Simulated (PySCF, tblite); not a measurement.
**ClH4SSi2 radical: geometry, infrared bands and EPR parameters**

Wanted: the infrared bands and EPR parameters of ClH4SSi2 radical (`[SiH3]S[SiH]Cl`), by calculation.

Programs: tblite 0.8.0 and PySCF 2.14.0, with density-fitted response routines of our own. Each step states its level of theory. These are calculated values for one molecule in the gas phase, unless marked as measured. Atoms are numbered from 0 throughout.

### 1 Starting geometry

8 atoms, charge 0, multiplicity 2; geometry from: force field or distance geometry start.

Bonds of the start (Å): Si0–S1 2.12, S1–Si2 2.14, Si2–Cl3 2.03, Si0–H4 1.49, Si0–H5 1.48, Si0–H6 1.49, Si2–H7 1.49.

### 2 Relaxing the molecule with GFN2-xTB

The job: settings as JSON, then the geometry in Å.

```
{"job": {"kind": "relax", "xc": "GFN2-xTB", "basis": "xTB"}, "charge": 0, "multiplicity": 2}
Si    -1.443200     0.039400    -0.060500
S      0.052400    -1.266500     0.670000
Si     1.672500    -0.018300     0.042000
Cl     3.426300    -0.985100     0.385900
H     -2.785000    -0.573400     0.159300
H     -1.226100     0.260100    -1.512300
H     -1.367300     1.344100     0.646900
H      1.679400     1.209200     0.887800
```

Launch:

```console
$ OMP_NUM_THREADS=1 python probes_run.py task.json out
```

This one command runs all jobs of the session in turn.

The log of the run:

```text
step      E/eV     max force
  0    -362.80584    1.524
  1    -362.85405    0.761
  2    -362.87416    0.333
  3    -362.87670    0.303
  4    -362.88361    0.157
  5    -362.88551    0.145
  6    -362.88796    0.130
  7    -362.88937    0.118
  8    -362.89033    0.081
  9    -362.89091    0.084
 10    -362.89180    0.112
 11    -362.89341    0.183
 12    -362.89621    0.242
 13    -362.89974    0.237
 14    -362.90251    0.149
 15    -362.90357    0.080
 16    -362.90394    0.073
 17    -362.90435    0.063
 18    -362.90485    0.067
 19    -362.90548    0.082
 20    -362.90620    0.092
 21    -362.90685    0.080
 22    -362.90721    0.049
 23    -362.90736    0.030
 24    -362.90744    0.034
 25    -362.90756    0.034
 26    -362.90773    0.040
 27    -362.90788    0.033
 28    -362.90795    0.018
 29    -362.90796    0.009
```

Wall time 0.17 s (1 thread of Arm Neoverse V1, shared host).

Relaxation path:

```tsv
step	energy from step 0 (eV)	largest force (eV/Å)
0	0.0000	1.5245
1	-0.0482	0.7608
2	-0.0683	0.3333
3	-0.0709	0.3035
4	-0.0778	0.1573
5	-0.0797	0.1448
6	-0.0821	0.1298
7	-0.0835	0.1176
8	-0.0845	0.0811
9	-0.0851	0.0838
10	-0.0860	0.1118
11	-0.0876	0.1825
12	-0.0904	0.2418
13	-0.0939	0.2366
14	-0.0967	0.1493
15	-0.0977	0.0800
16	-0.0981	0.0727
17	-0.0985	0.0626
18	-0.0990	0.0670
19	-0.0996	0.0823
20	-0.1004	0.0919
21	-0.1010	0.0805
22	-0.1014	0.0485
23	-0.1015	0.0304
24	-0.1016	0.0342
25	-0.1017	0.0342
26	-0.1019	0.0398
27	-0.1020	0.0334
28	-0.1021	0.0177
29	-0.1021	0.0088
```

Distances of close pairs at the start and the end, largest changes first:

```tsv
bond	before (Å)	after (Å)	change (Å)
Si0–H4	1.491	1.452	-0.039
Si0–S1	2.116	2.151	+0.036
Si2–H7	1.491	1.457	-0.034
Si0–H5	1.484	1.456	-0.028
Si0–H6	1.486	1.458	-0.028
S1–Si2	2.139	2.159	+0.019
Si2–Cl3	2.032	2.013	-0.019
```

The next job starts from the end point, and lists it.

### 3 Harmonic vibrations with GFN2-xTB

The job: settings as JSON, then the geometry in Å.

```
{"job": {"kind": "ir", "xc": "GFN2-xTB", "basis": "xTB"}, "charge": 0, "multiplicity": 2}
Si    -1.550463     0.087190    -0.110081
S      0.068866    -1.159094     0.562896
Si     1.813965     0.012284     0.069842
Cl     3.449232    -1.089337     0.475555
H     -2.727284    -0.687113     0.241690
H     -1.377999     0.291419    -1.541300
H     -1.470817     1.352142     0.609990
H      1.803557     1.201921     0.910687
```

The log of the run:

```text
mode    cm-1     km/mol
  1      30.2      0.43
  2      71.6      0.25
  3      89.5      0.89
  4     137.1      1.19
  5     454.9     12.24
  6     495.6     56.94
  7     504.7     84.67
  8     522.0     30.20
  9     536.5     80.11
 10     567.8    104.22
 11     599.3    217.55
 12     742.6    168.67
 13     762.8    407.92
 14     779.8    299.45
 15    2262.9    147.05
 16    2307.3    304.26
 17    2324.9    150.33
 18    2366.7    197.81
```

It took 0.22 s on 1 thread of Arm Neoverse V1, shared host.

Which atoms move in the most intense modes:

```tsv
cm⁻¹	km/mol	atoms
599	217.6	H7 92 %
743	168.7	H4 56 %, H5 37 %
763	407.9	H6 43 %, H4 39 %, H5 12 %
780	299.4	H6 47 %, H5 43 %
2263	147.1	H7 95 %
2307	304.3	H6 87 %
2325	150.3	H5 89 %
2367	197.8	H4 97 %
```

### 4 EPR parameters: B3LYP/pcH-1

Same as in step 3 but for these lines:

```diff
@@ -1,2 +1,2 @@
-{"job": {"kind": "ir", "xc": "GFN2-xTB", "basis": "xTB"}, "charge": 0, "multiplicity": 2}
+{"job": {"kind": "epr", "basis": "pcH-1"}, "charge": 0, "multiplicity": 2}
 Si    -1.550463     0.087190    -0.110081
```

Level: UKS B3LYP, pcH-1 on Cl H S Si, non-relativistic, mean-field spin-orbit, GIAO.

The log of the run:

```text
UKS, coarse grid
  cycle   1  E = -1439.82235780  |g| = 2.99e-01
  cycle   2  E = -1439.78892823  |g| = 3.57e-01
  cycle   3  E = -1439.85807646  |g| = 6.37e-02
  cycle   4  E = -1439.85991047  |g| = 1.73e-02
  cycle   5  E = -1439.86005724  |g| = 5.66e-03
  cycle   6  E = -1439.86007787  |g| = 1.38e-03
  cycle   7  E = -1439.86007779  |g| = 4.33e-04
UKS, final grid
  cycle   1  E = -1439.86007445  |g| = 4.91e-04
  cycle   2  E = -1439.86007439  |g| = 6.13e-04
  cycle   3  E = -1439.86007459  |g| = 2.68e-05
  cycle   4  E = -1439.86007459  |g| = 1.75e-05
E = -1439.86007459 Eh   <S^2> = 0.7518 (exact 0.7500)
g shifts (ppm)      1          2          3
  rmc          -177       -177       -177
  gc              4         51         55
  oz_so          37       6267       8913
  total        -136       6141       8791
hyperfine (MHz)  atom isotope    a_iso     a_fc   dipolar eigenvalues
    0  29Si      -4.69      -4.72     -0.78     -0.01      0.79
    1   33S       5.04       4.87    -17.16    -15.34     32.50
    2  29Si    -692.88    -693.37   -140.72     69.00     71.72
    3  35Cl      17.39      17.00    -18.70    -17.67     36.38
    4    1H      -1.26      -1.26     -1.13     -0.74      1.87
    5    1H       2.13       2.13     -2.03     -1.27      3.30
    6    1H       0.82       0.81     -1.40     -0.99      2.39
    7    1H     156.57     156.53     -6.70     -0.16      6.86
```

It took 26 s on 1 thread of Arm Neoverse V1, shared host; peak memory 0.64 GiB.

Principal g values 2.00218, 2.00846, 2.01111; g(iso) = 2.00725, against 2.00232 for a free electron.

Hyperfine couplings; where a row names several nuclei, a(iso) is their mean (it holds for fast rotation or exchange) and the dipolar term the largest among them:

```tsv
nuclei	isotope	a(iso) (MHz)	a(iso) (G, at g = 2.0023)	largest dipolar term (MHz)
Si2	29Si	-692.9	-247.2	-140.7
H7	1H	156.6	55.9	6.9
Cl3	35Cl	17.4	6.2	36.4
S1	33S	5.0	1.8	32.5
Si0	29Si	-4.7	-1.7	0.8
H4, H5, H6	1H	0.6	0.2	3.3
```

Mulliken spin populations:

```tsv
atom	value (e)
Si0	0.00
S1	0.13
Si2	0.74
Cl3	0.06
H4	0.00
H5	0.00
H6	0.00
H7	0.07
```

In first order the couplings over 0.8 MHz of 1H, 35Cl give 8 distinct lines over 74.5 G, if the averaged nuclei exchange fast; the same motion can average rows kept apart here too.

Orbitals, density, ELF and potential are computed afterwards from the orbital file.

ELF in a plane through or near 4 of the atoms.

Values, 10 rows by 14 columns:
```
0.00 0.00 0.00 0.00 0.00 0.00 0.00 0.00 0.00 0.00 0.00 0.00 0.00 0.00
0.00 0.00 0.00 0.00 0.05 0.12 0.01 0.00 0.06 0.05 0.00 0.00 0.00 0.00
0.00 0.00 0.00 0.05 0.92 0.99 0.30 0.06 0.99 0.98 0.23 0.00 0.00 0.00
0.00 0.00 0.00 0.01 0.98 1.00 0.42 0.14 1.00 1.00 0.37 0.00 0.00 0.00
0.00 0.03 0.33 0.14 0.39 0.82 0.12 0.10 0.90 0.83 0.17 0.03 0.00 0.00
0.00 0.16 0.77 0.82 0.42 0.39 0.81 0.79 0.29 0.62 0.99 0.81 0.00 0.00
0.00 0.13 0.76 0.87 0.47 0.27 0.29 0.24 0.41 0.97 1.00 0.98 0.00 0.00
0.00 0.03 0.37 0.74 0.21 0.16 0.88 0.87 0.17 0.21 0.97 0.44 0.00 0.00
0.00 0.00 0.06 0.21 0.02 0.07 0.62 0.63 0.10 0.00 0.06 0.00 0.00 0.00
0.00 0.00 0.00 0.00 0.00 0.00 0.04 0.04 0.00 0.00 0.00 0.00 0.00 0.00
```
The map spans 12.3 Å across and 8.0 Å up, centred on the molecule. Atoms in the plane (x, y in Å): S1 (-0.2, -1.1), H4 (2.6, -0.8), H6 (1.5, 1.3), H7 (-1.8, 1.4).

On the surface of density 0.002 e/bohr³ the electrostatic potential runs, from the 1st to the 99th percentile, from -0.73 V near S1 to 1.63 V near H5.

The spin density lies nearest to Si2 62 %; S1 15 %; H7 11 %; Cl3 9 %.

### 5 What came out

```
                                                                  quantity                    value
                                 strongest single infrared mode (GFN2-xTB)     763 cm⁻¹, 408 km/mol
                                              zero-point energy (GFN2-xTB)            22.2 kcal/mol
                                                            g(iso) (B3LYP)                  2.00725
                                                                      ⟨S²⟩       0.752 (exact 0.75)
                                        largest a(iso) (averaged by class)  29Si on Si2, -692.9 MHz
potential on the surface of density 0.002 e/bohr³, 1st and 99th percentile       -0.73 V and 1.63 V
```

**Reading.** The optimisation took 29 steps and gained 0.102 eV; among the close pairs (by a distance rule), Si0–H4 changed most, from 1.491 to 1.452 Å. No mode is imaginary among the 18: a minimum at this level. The strongest single mode, at 763 cm⁻¹, moves mainly H6 and H4. Unscaled tight-binding wavenumbers are off by several per cent, some by more. Its intensities can rank the bands wrongly. Si2 carries the largest spin population, 0.74 e. The isotropic g lies 4.9 ppt above the free-electron value. These values are for one conformer; the search (at its own cheap level) found 2 more, at 0.00, 0.45 kcal/mol (those within 0.05 may be mirror or relabelled copies), and measured spectra average over such forms.
